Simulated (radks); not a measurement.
# Polarisabilities and dispersion coefficients of Ni, Cu⁺, Zn²⁺ and others

Aim: static dipole polarisabilities and C6 coefficients, each species in its NIST ground configuration. After each ground state the linear response is solved; its values go to the run's result record, not to the log. Response by self-consistent Sternheimer equations with the Hartree and adiabatic LDA kernel, the relativistic mass of each level held fixed and spin-orbit coupling left out.

The numbers are computed with radks (a radial shooting solver on a logarithmic mesh, Libxc functionals) version 1 (scalar-relativistic Kohn-Sham, LDA (Slater exchange, Perdew-Wang correlation), spin-polarised, spherical densities, finite nucleus; open shells are filled with parallel spins first), except any that are marked as measured or tabulated.

## (1) Starting point

* species: Ni ([Ar] 3d8 4s2), Cu⁺ ([Ar] 3d10), Zn²⁺ ([Ar] 3d10), Ga³⁺ ([Ar] 3d10), Ge⁴⁺ ([Ar] 3d10), As⁵⁺ ([Ar] 3d10), Se⁶⁺ ([Ar] 3d10), Br⁷⁺ ([Ar] 3d10), Kr⁸⁺ ([Ar] 3d10)

In the logs a row gives level, spin channel, occupation and eigenvalue; Etot, Ekin, Encl (electron-nucleus), Eh (Hartree) and Exc are energies, all in hartree; err is the last residual, it the number of iterations.

## (2) Ni, [Ar] 3d8 4s2

Input:

```text
Z 28
configuration [Ar] 3d8 4s2
relativity scalar-relativistic
functional lda,pw
spin polarised
nucleus finite rms 3.7757 fm
c 137.035999084
response adiabatic LDA kernel
```

The program printed:

```text
1s      1   1.0000        -301.15812892
2s      1   1.0000         -36.02408261
2p      1   3.0000         -31.03351947
3s      1   1.0000          -4.09665586
3p      1   3.0000          -2.65370288
3d      1   5.0000          -0.36714664
4s      1   1.0000          -0.22134946
1s      2   1.0000        -301.15754118
2s      2   1.0000         -35.98082868
2p      2   3.0000         -31.00019521
3s      2   1.0000          -4.01612412
3p      2   3.0000          -2.57532167
3d      2   3.0000          -0.29787558
4s      2   1.0000          -0.20883164
Etot -1518.0888154072363
Ekin 1538.4946294988695
Encl -3646.227493058914
Eh 650.3906573879053
Exc -60.746609235097
err 1.077405670600788e-09
it 15
```

4s down is the highest filled level (-5.683 eV). The response step gives α = 43.91 bohr³ (79.36 without the induced potential) and C6 = 343.8 hartree bohr⁶.

From the orbitals of this run (lengths in bohr):

| level | occupation | energy (eV) | <r> | outermost maximum (interpolated) | 90 % within | nodes |
| --- | --- | --- | --- | --- | --- | --- |
| 3s up | 1 | -111.48 | 0.7408 | 0.640 | 1.11 | 2 |
| 3s down | 1 | -109.28 | 0.7424 | 0.640 | 1.11 | 2 |
| 3p up | 3 | -72.211 | 0.7783 | 0.646 | 1.20 | 1 |
| 3p down | 3 | -70.078 | 0.7810 | 0.647 | 1.21 | 1 |
| 3d up | 5 | -9.991 | 0.9961 | 0.625 | 1.75 | 0 |
| 3d down | 3 | -8.106 | 1.033 | 0.629 | 1.84 | 0 |
| 4s up | 1 | -6.023 | 2.751 | 2.20 | 4.23 | 3 |
| 4s down | 1 | -5.683 | 2.821 | 2.25 | 4.35 | 3 |

Radial density 4πr²ρ:

| r (bohr) | 4πr²ρ (e/bohr) |
| --- | --- |
| 0.00180 | 0.6253 |
| 0.00270 | 1.321 |
| 0.00406 | 2.722 |
| 0.00610 | 5.396 |
| 0.00918 | 10.10 |
| 0.0138 | 17.35 |
| 0.0209 | 26.42 |
| 0.0315 | 33.12 |
| 0.0473 | 32.71 |
| 0.0712 | 27.46 |
| 0.107 | 29.70 |
| 0.161 | 38.14 |
| 0.242 | 30.42 |
| 0.364 | 16.55 |
| 0.547 | 19.58 |
| 0.823 | 16.67 |
| 1.25 | 6.355 |
| 1.88 | 2.145 |
| 2.82 | 0.9318 |
| 4.24 | 0.2472 |
| 6.38 | 0.02193 |

## (3) Cu⁺, [Ar] 3d10

Input:

```text
Z 29
configuration [Ar] 3d10
relativity scalar-relativistic
functional lda,pw
spin polarised
nucleus finite rms 3.8823 fm
c 137.035999084
response adiabatic LDA kernel
```

The program printed:

```text
1s      1   1.0000        -324.93640086
2s      1   1.0000         -39.27821622
2p      1   3.0000         -33.98871656
3s      1   1.0000          -4.51410761
3p      1   3.0000          -2.96742839
3d      1   5.0000          -0.51474253
1s      2   1.0000        -324.93640086
2s      2   1.0000         -39.27821622
2p      2   3.0000         -33.98871656
3s      2   1.0000          -4.51410761
3p      2   3.0000          -2.96742839
3d      2   5.0000          -0.51474253
Etot -1651.9464955331994
Ekin 1675.8130285676411
Encl -3971.6138908816542
Eh 708.5907173840619
Exc -64.73635060324824
err 3.744978280587146e-09
it 17
```

Highest occupied level: 3d at -14.007 eV. The response step gives α = 8.170 bohr³ (11.19 without the induced potential) and C6 = 27.94 hartree bohr⁶.

## (4) Zn²⁺, [Ar] 3d10

Input:

```text
Z 30
configuration [Ar] 3d10
relativity scalar-relativistic
functional lda,pw
spin polarised
nucleus finite rms 3.9283 fm
c 137.035999084
response adiabatic LDA kernel
```

The program printed:

```text
1s      1   1.0000        -350.15593111
2s      1   1.0000         -43.24531607
2p      1   3.0000         -37.63499634
3s      1   1.0000          -5.49779476
3p      1   3.0000          -3.83154385
3d      1   5.0000          -1.14754850
1s      2   1.0000        -350.15593111
2s      2   1.0000         -43.24531607
2p      2   3.0000         -37.63499634
3s      2   1.0000          -5.49779476
3p      2   3.0000          -3.83154385
3d      2   5.0000          -1.14754850
Etot -1792.2476833245482
Ekin 1820.062545459736
Encl -4300.337609169127
Eh 756.3333259908493
Exc -68.30594560600618
err 2.1838407863212195e-09
it 16
```

3d is the highest filled level (-31.226 eV). The response step gives α = 2.999 bohr³ (3.833 without the induced potential) and C6 = 8.118 hartree bohr⁶.

## (5) Ga³⁺, [Ar] 3d10

Input:

```text
Z 31
configuration [Ar] 3d10
relativity scalar-relativistic
functional lda,pw
spin polarised
nucleus finite rms 3.9973 fm
c 137.035999084
response adiabatic LDA kernel
```

The program printed:

```text
1s      1   1.0000        -376.49011840
2s      1   1.0000         -47.53818155
2p      1   3.0000         -41.59317807
3s      1   1.0000          -6.65902930
3p      1   3.0000          -4.86628960
3d      1   5.0000          -1.94222048
1s      2   1.0000        -376.49011840
2s      2   1.0000         -47.53818155
2p      2   3.0000         -41.59317807
3s      2   1.0000          -6.65902930
3p      2   3.0000          -4.86628960
3d      2   5.0000          -1.94222048
Etot -1938.9440736140843
Ekin 1971.181583087303
Encl -4641.009097931465
Eh 802.7053425988524
Exc -71.82190136877512
err 4.914329877171296e-09
it 15
```

The top filled level is 3d, -52.851 eV. The response step gives α = 1.491 bohr³ (1.839 without the induced potential) and C6 = 3.351 hartree bohr⁶.

## (6) Ge⁴⁺, [Ar] 3d10

Input:

```text
Z 32
configuration [Ar] 3d10
relativity scalar-relativistic
functional lda,pw
spin polarised
nucleus finite rms 4.0742 fm
c 137.035999084
response adiabatic LDA kernel
```

The program printed:

```text
1s      1   1.0000        -403.92624061
2s      1   1.0000         -52.13858044
2p      1   3.0000         -45.84443031
3s      1   1.0000          -7.97548202
3p      1   3.0000          -6.05004647
3d      1   5.0000          -2.88075052
1s      2   1.0000        -403.92624061
2s      2   1.0000         -52.13858044
2p      2   3.0000         -45.84443031
3s      2   1.0000          -7.97548202
3p      2   3.0000          -6.05004647
3d      2   5.0000          -2.88075052
Etot -2092.020500101611
Ekin 2129.19120915269
Encl -4994.134876471242
Eh 848.2269056253955
Exc -75.30373840845448
err 1.3938308328306118e-09
it 15
```

Highest occupied level: 3d at -78.389 eV. The response step gives α = 0.8723 bohr³ (1.053 without the induced potential) and C6 = 1.672 hartree bohr⁶.

## (7) As⁵⁺, [Ar] 3d10

Input:

```text
Z 33
configuration [Ar] 3d10
relativity scalar-relativistic
functional lda,pw
spin polarised
nucleus finite rms 4.0968 fm
c 137.035999084
response adiabatic LDA kernel
```

The program printed:

```text
1s      1   1.0000        -432.45996117
2s      1   1.0000         -57.03663894
2p      1   3.0000         -50.37816032
3s      1   1.0000          -9.43484985
3p      1   3.0000          -7.37103594
3d      1   5.0000          -3.95300363
1s      2   1.0000        -432.45996117
2s      2   1.0000         -57.03663894
2p      2   3.0000         -50.37816032
3s      2   1.0000          -9.43484985
3p      2   3.0000          -7.37103594
3d      2   5.0000          -3.95300363
Etot -2251.476094758297
Ekin 2294.130158688914
Encl -5360.032089312796
Eh 893.1895059070835
Exc -78.76367004149816
err 3.572374394872489e-11
it 15
```

The top filled level is 3d, -107.57 eV. The response step gives α = 0.5642 bohr³ (0.6712 without the induced potential) and C6 = 0.9400 hartree bohr⁶.

## (8) Se⁶⁺, [Ar] 3d10

Input:

```text
Z 34
configuration [Ar] 3d10
relativity scalar-relativistic
functional lda,pw
spin polarised
nucleus finite rms 4.14 fm
c 137.035999084
response adiabatic LDA kernel
```

The program printed:

```text
1s      1   1.0000        -462.09080453
2s      1   1.0000         -62.22684743
2p      1   3.0000         -55.18807699
3s      1   1.0000         -11.02992786
3p      1   3.0000          -8.82237877
3d      1   5.0000          -5.15283621
1s      2   1.0000        -462.09080453
2s      2   1.0000         -62.22684743
2p      2   3.0000         -55.18807699
3s      2   1.0000         -11.02992786
3p      2   3.0000          -8.82237877
3d      2   5.0000          -5.15283621
Etot -2417.3173669149455
Ekin 2466.0448325280267
Encl -5738.921575488967
Eh 937.7689007814795
Exc -82.2095247354844
err 3.281734995746382e-11
it 15
```

3d is the highest filled level (-140.22 eV). The response step gives α = 0.3903 bohr³ (0.4595 without the induced potential) and C6 = 0.5727 hartree bohr⁶.

## (9) Br⁷⁺, [Ar] 3d10

Input:

```text
Z 35
configuration [Ar] 3d10
relativity scalar-relativistic
functional lda,pw
spin polarised
nucleus finite rms 4.1629 fm
c 137.035999084
response adiabatic LDA kernel
```

The program printed:

```text
1s      1   1.0000        -492.82099892
2s      1   1.0000         -67.70621400
2p      1   3.0000         -60.27028247
3s      1   1.0000         -12.75630524
3p      1   3.0000         -10.39982007
3d      1   5.0000          -6.47629353
1s      2   1.0000        -492.82099892
2s      2   1.0000         -67.70621400
2p      2   3.0000         -60.27028247
3s      2   1.0000         -12.75630524
3p      2   3.0000         -10.39982007
3d      2   5.0000          -6.47629353
Etot -2589.556913665053
Ekin 2644.9917383408865
Encl -6130.980211689033
Eh 982.0781154974039
Exc -85.64655581430986
err 5.2920969180979944e-09
it 14
```

The top filled level is 3d, -176.23 eV. The response step gives α = 0.2834 bohr³ (0.3308 without the induced potential) and C6 = 0.3699 hartree bohr⁶.

## (10) Kr⁸⁺, [Ar] 3d10

Input:

```text
Z 36
configuration [Ar] 3d10
relativity scalar-relativistic
functional lda,pw
spin polarised
nucleus finite rms 4.1884 fm
c 137.035999084
response adiabatic LDA kernel
```

The program printed:

```text
1s      1   1.0000        -524.65403643
2s      1   1.0000         -73.47322635
2p      1   3.0000         -65.62229897
3s      1   1.0000         -14.61119291
3p      1   3.0000         -12.10060645
3d      1   5.0000          -7.92069985
1s      2   1.0000        -524.65403643
2s      2   1.0000         -73.47322635
2p      2   3.0000         -65.62229897
3s      2   1.0000         -14.61119291
3p      2   3.0000         -12.10060645
3d      2   5.0000          -7.92069985
Etot -2768.2106087471393
Ekin 2831.031734964877
Encl -6536.357821267729
Eh 1026.19391373581
Exc -89.07843618009687
err 1.519048054041006e-11
it 15
```

The top filled level is 3d, -215.53 eV. The response step gives α = 0.2132 bohr³ (0.2471 without the induced potential) and C6 = 0.2498 hartree bohr⁶.

## (11) All runs together

| species | −ε(HOMO) (eV) | α (bohr³) | α uncoupled (bohr³) | C6 (hartree bohr⁶) | C8 (hartree bohr⁸) | recommended α (bohr³) |
| --- | --- | --- | --- | --- | --- | --- |
| Ni | 5.683 | 43.91 | 79.36 | 343.8 | - | 49 |
| Cu⁺ | 14.007 | 8.170 | 11.19 | 27.94 | 603.4 | - |
| Zn²⁺ | 31.226 | 2.999 | 3.833 | 8.118 | 99.89 | - |
| Ga³⁺ | 52.851 | 1.491 | 1.839 | 3.351 | 28.57 | - |
| Ge⁴⁺ | 78.389 | 0.8723 | 1.053 | 1.672 | 10.89 | - |
| As⁵⁺ | 107.57 | 0.5642 | 0.6712 | 0.9400 | 4.933 | - |
| Se⁶⁺ | 140.22 | 0.3903 | 0.4595 | 0.5727 | 2.509 | - |
| Br⁷⁺ | 176.23 | 0.2834 | 0.3308 | 0.3699 | 1.385 | - |
| Kr⁸⁺ | 215.53 | 0.2132 | 0.2471 | 0.2498 | 0.8132 | - |

In words: Uncoupled leaves out the potential induced by the response; C6 and C8 are for like pairs. Ni is the most polarisable and Kr⁸⁺ the least, a factor 206 apart. For the pair Ni–Kr⁸⁺ the Casimir-Polder integral gives C6 = 3.949, the rule 2·Ca·Cb/(Ca·αb/αa + Cb·αa/αb) on the like-pair values 3.234. Against the recommended values (Schwerdtfeger and Nagle, 2023 table) the misses are Ni -10 %. C8 is given only where no p, d or f shell is open. For heavy and open-shell atoms this level can miss by tens of per cent.
